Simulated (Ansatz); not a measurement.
# F₂H₄N₂Ti: one species, many methods

An exercise on one series of results from a longer session: the logs are not shown, and one member is left open.

Computed with Ansatz 0.2.0, Gaussian basis. Level: functionals in def2-TZVPP, the program's frozen cores in correlated methods.

Plan: LDA (SPW92), PBE-D4, revPBE-D4, BLYP-D4, r2SCAN-D4, B97M-V, PBE0-D4, B3LYP-D4, r2SCANh-D4, r2SCAN0-D4, HSE06-D4, BHLYP-D4, CAM-B3LYP-D4, LC-ωPBE, ωB97X-V, ωB97M-V, B2PLYP, PBE-QIDH; CCSD(T)/def2-SVP; CCSD(T)/def2-TZVPP; MP2/def2-QZVPP; extrapolation to the limit; RPA on PBE.

## The geometry

The geometry comes from an earlier relaxation with PBE0-D4 in a triple-zeta def2 set; it is a stationary point, not always the lowest conformer.

9 atoms, charge 0, spin multiplicity 1.

Atoms are counted from 1 here; the program's logs count them from 0.

Bond lengths: N1–Ti2 1.871 Å, N1–H6 1.008 Å, N1–H7 1.011 Å, Ti2–N3 1.864 Å, Ti2–F4 1.769 Å, Ti2–F5 1.769 Å, N3–H8 1.011 Å, N3–H9 1.011 Å. Angles: Ti2–N1–H6 126.1°, Ti2–N1–H7 123.1°, H6–N1–H7 110.8°, N1–Ti2–N3 106.2°, N1–Ti2–F4 109.2°, N1–Ti2–F5 109.2°, N3–Ti2–F4 110.5°, N3–Ti2–F5 110.5°, F4–Ti2–F5 111.1°, Ti2–N3–H8 124.4°, Ti2–N3–H9 124.3°, H8–N3–H9 110.5°.

Geometry (Å):

```xyz
9
charge 0, multiplicity 1
N    -1.2427    0.6489   -0.6801
Ti    0.4186   -0.1894   -0.4862
N     0.6849   -0.3985    1.3465
F     0.3724   -1.7640   -1.2904
F     1.6755    0.8427   -1.1813
H    -1.8583    0.9276    0.0683
H    -1.6418    0.8836   -1.5792
H     0.4676   -1.2406    1.8623
H     1.2123    0.2434    1.9230
```

Set-up of the first run:

Contents of in.yaml:

```yaml
crystal:
  periodic: [false, false, false]
  atoms:
    - {symbol: N, position_ang: [-1.242704, 0.648852, -0.680145]}
    - {symbol: Ti, position_ang: [0.418568, -0.189400, -0.486227]}
    - {symbol: N, position_ang: [0.684950, -0.398471, 1.346460]}
    - {symbol: F, position_ang: [0.372437, -1.763966, -1.290364]}
    - {symbol: F, position_ang: [1.675464, 0.842656, -1.181267]}
    - {symbol: H, position_ang: [-1.858291, 0.927585, 0.068339]}
    - {symbol: H, position_ang: [-1.641756, 0.883620, -1.579242]}
    - {symbol: H, position_ang: [0.467565, -1.240560, 1.862314]}
    - {symbol: H, position_ang: [1.212267, 0.243385, 1.923033]}
basis:
  gaussian: {orbitals: def2-TZVPP}
hamiltonian: {xc: lda}
output: {orbitals: {seedname: orbitals}}
```

Among the steps run: LDA; PBE-D4 (GGA); revPBE-D4 (GGA); BLYP-D4 (GGA); r2SCAN-D4 (meta-GGA); B97M-V (meta-GGA); PBE0-D4 (hybrid); B3LYP-D4 (hybrid); r2SCANh-D4 (hybrid); r2SCAN0-D4 (hybrid); HSE06-D4 (hybrid); BHLYP-D4 (hybrid); CAM-B3LYP-D4 (range-separated); LC-ωPBE-D4 (range-separated; the results give it without D4); ωB97X-V (range-separated); ωB97M-V (range-separated); B2PLYP (double hybrid); PBE-QIDH (double hybrid).

One table of the session follows, with a row left open; its other results are not shown here.

It belongs to the step «Orbital energies across the functionals». 

| functional | HOMO (eV) | LUMO (eV) | gap (eV) |
| --- | --- | --- | --- |
| LDA (SPW92) | -6.56 | -2.91 | 3.64 |
| PBE-D4 | -6.34 | -2.65 | 3.69 |
| revPBE-D4 | -6.26 | -2.55 | 3.71 |
| BLYP-D4 | -6.24 | -2.59 | 3.65 |
| r2SCAN-D4 | -6.65 | -2.56 | 4.09 |
| B97M-V | -6.70 | -2.57 | 4.13 |
| PBE0-D4 | -7.80 | -1.64 | 6.16 |
| B3LYP-D4 | -7.56 | -1.96 | 5.60 |
| r2SCANh-D4 | -7.19 | -2.17 | 5.02 |
| r2SCAN0-D4 | -8.02 | -1.57 | 6.45 |
| HSE06-D4 | -7.39 | -2.02 | 5.36 |
| BHLYP-D4 | -9.17 | -0.49 | 8.68 |
| CAM-B3LYP-D4 | -9.26 | -0.53 | 8.73 |
| LC-ωPBE | ? | ? | ? |
| ωB97X-V | -10.27 | 0.67 | 10.94 |
| ωB97M-V | -10.18 | 0.65 | 10.83 |

Q: Estimate the row for LC-ωPBE from the others.

**Answer.** HOMO (eV): -10.65; LUMO (eV): 0.71; gap (eV): 11.36. In the column «HOMO (eV)» it is the lowest.
